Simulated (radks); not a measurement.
# Mo⁴⁺ in [Kr] 4d2: an all-electron calculation

Wanted: eigenvalues, radial structure and energy terms of the molybdenum ion Mo4+.

Method: scalar-relativistic Kohn-Sham, LDA (Slater exchange, Perdew-Wang correlation), spin-polarised, spherical densities, point nucleus; open shells are filled with parallel spins first. Code: radks (a radial shooting solver on a logarithmic mesh, Libxc functionals) version 1.

## 1. The atom as given

* element: molybdenum (Z = 42)
* charge: +4
* electrons: 38
* configuration: [Kr] 4d2

Outer shells as boxes (Hund's rule):

Mo⁴⁺
```
[Kr] core
4d [↑ ][↑ ][  ][  ][  ]
```

## 2. The run

Input:

```text
Z 42
configuration [Kr] 4d2
relativity scalar-relativistic
functional lda,pw
spin polarised
nucleus point
c 137.035999084
```

Started as:

```
$ python run_ks.py task.json out
```

The same process makes all the runs of this session.

Q: Predict the outcome of this run.

The runs gave:

```
                        quantity                   value
                    total energy     -4041.15899 hartree
exchange-correlation share of it                  2.91 %
                            −T/E                  1.0308
          highest occupied level       4d up, -47.223 eV
    most extended occupied level  4d up, <r> = 1.52 bohr
 radius at density 0.001 e/bohr³               3.03 bohr
    maxima of the radial density                       4
         ionisation energy, NIST    54.42 (semi-emp.) eV
```

The radial density shows 4 maxima for 4 occupied principal shells. Relativity lifts −T/E to 1.031. Minus the highest eigenvalue, 47.223 eV, is 87 % of the tabulated ionisation energy (54.42 eV); the potential of a semilocal functional falls off too fast, so its top eigenvalue is too shallow. Open shells are spherical and high-spin; term and fine-structure splittings are not resolved.
